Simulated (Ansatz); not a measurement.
**H₄NOTe+ (SMILES N[Te][OH2+]): single points off equilibrium**

A test off equilibrium: a structure displaced at random from a GFN2-xTB minimum is computed at several levels, and each is set against CCSD(T).

The runs use Ansatz 0.2.0, Gaussian basis; single points in def2-TZVPP.

Cores are frozen in the correlated methods. Filled d shells of the heavier atoms are correlated. Core potentials replace the inner electrons past krypton, and spin-orbit coupling is left out.

### Step 1. Where the work starts

SMILES `N[Te][OH2+]`, 7 atoms, charge 1, spin multiplicity 1.

Atoms are counted from 1 here; the program's logs count them from 0.

Bond lengths: N1–Te2 2.007 Å, N1–H4 0.982 Å, N1–H5 0.975 Å, Te2–O3 2.258 Å, O3–H6 1.018 Å, O3–H7 0.939 Å. Angles: Te2–N1–H4 120.2°, Te2–N1–H5 117.1°, H4–N1–H5 121.9°, N1–Te2–O3 98.3°, Te2–O3–H6 114.4°, Te2–O3–H7 110.7°, H6–O3–H7 121.3°.

As a file:

```
atom    x (Å)    y (Å)    z (Å)
  N1  -1.4411  -0.2463  -0.6911
 Te2  -0.5415   1.0667   0.5309
  O3   1.4868   0.0800   0.6323
  H4  -1.4706  -0.0810  -1.6583
  H5  -1.9619  -0.9570  -0.2743
  H6   2.2147   0.5598   0.1060
  H7   1.6492  -0.2578   1.4935
```

### Step 2. CCSD(T)/def2-TZVPP

run/in.yaml reads:

```yaml
crystal:
  periodic: [false, false, false]
  atoms:
    - {symbol: N, position_ang: [-1.441100, -0.246300, -0.691100]}
    - {symbol: Te, position_ang: [-0.541500, 1.066700, 0.530900]}
    - {symbol: O, position_ang: [1.486800, 0.080000, 0.632300]}
    - {symbol: H, position_ang: [-1.470600, -0.081000, -1.658300]}
    - {symbol: H, position_ang: [-1.961900, -0.957000, -0.274300]}
    - {symbol: H, position_ang: [2.214700, 0.559800, 0.106000]}
    - {symbol: H, position_ang: [1.649200, -0.257800, 1.493500]}
basis:
  gaussian: {orbitals: def2-TZVPP}
total_charge: 1
correlation: {method: ccsd_t}
output: {forces: true}
```

The command line of these runs was not kept.

### Step 3. PBE0-D4/def2-TZVPP

run/in.yaml, as its differences from that of step 2:

```diff
@@ -13,3 +13,3 @@
 total_charge: 1
-correlation: {method: ccsd_t}
-output: {forces: true}
+hamiltonian: {xc: pbe0, dispersion: d4}
+output: {forces: true, orbitals: {seedname: orbitals}}
```

### Step 4. wB97M-V/def2-TZVPP

run/in.yaml, as its differences from that of step 3:

```diff
@@ -13,3 +13,3 @@
 total_charge: 1
-hamiltonian: {xc: pbe0, dispersion: d4}
-output: {forces: true, orbitals: {seedname: orbitals}}
+hamiltonian: {xc: {name: wB97M-V}}
+output: {forces: true}
```

### Step 5. r2SCAN-D4/def2-TZVPP

run/in.yaml, as its differences from that of step 4:

```diff
@@ -13,3 +13,3 @@
 total_charge: 1
-hamiltonian: {xc: {name: wB97M-V}}
+hamiltonian: {xc: r2scan, dispersion: d4}
 output: {forces: true}
```

### Step 6. PBE-D4/def2-TZVPP

run/in.yaml, as its differences from that of step 5:

```diff
@@ -13,3 +13,3 @@
 total_charge: 1
-hamiltonian: {xc: r2scan, dispersion: d4}
+hamiltonian: {xc: pbe, dispersion: d4}
 output: {forces: true}
```

### Step 7. r2SCAN0-D4/def2-TZVPP

run/in.yaml, as its differences from that of step 6:

```diff
@@ -13,3 +13,3 @@
 total_charge: 1
-hamiltonian: {xc: pbe, dispersion: d4}
+hamiltonian: {xc: {name: r2SCAN0}, dispersion: d4}
 output: {forces: true}
```

### Step 8. r2SCANh-D4/def2-TZVPP

run/in.yaml, as its differences from that of step 7:

```diff
@@ -13,3 +13,3 @@
 total_charge: 1
-hamiltonian: {xc: {name: r2SCAN0}, dispersion: d4}
+hamiltonian: {xc: {name: r2SCANh}, dispersion: d4}
 output: {forces: true}
```

(Steps that only read results are left out.)

What does the calculation give? Wanted: energy less free atoms, CCSD(T)/def2-TZVPP; RMS force component; RMS force error; HOMO and LUMO, PBE0-D4; T1 diagnostic.

As calculated:

```
                                  quantity                                                                                                 value
energy less free atoms, CCSD(T)/def2-TZVPP                                                                                            -12.619 eV
                       RMS force component                                                                  1.446 to 1.530 eV/Å over the methods
                           RMS force error  PBE0-D4 0.055, wB97M-V 0.080, r2SCAN-D4 0.079, PBE-D4 0.247, r2SCAN0-D4 0.151, r2SCANh-D4 0.059 eV/Å
                    HOMO and LUMO, PBE0-D4                                                                                   -11.95 and -8.18 eV
                             T1 diagnostic                                                                                                 0.018
```

**Reading.** Against CCSD(T) the functionals' energies less atoms differ by -1.542 to +0.198 eV, PBE-D4 by -1.542 eV. CCSD(T) in triple zeta still lacks some correlation energy of the bonds, so part of these gaps is its own basis error and they don't rank the functionals. On forces the order runs from PBE0-D4 to PBE-D4. Frozen-core CCSD(T) forces in triple zeta carry basis errors of their own, and this is one geometry, so small gaps rank nothing.
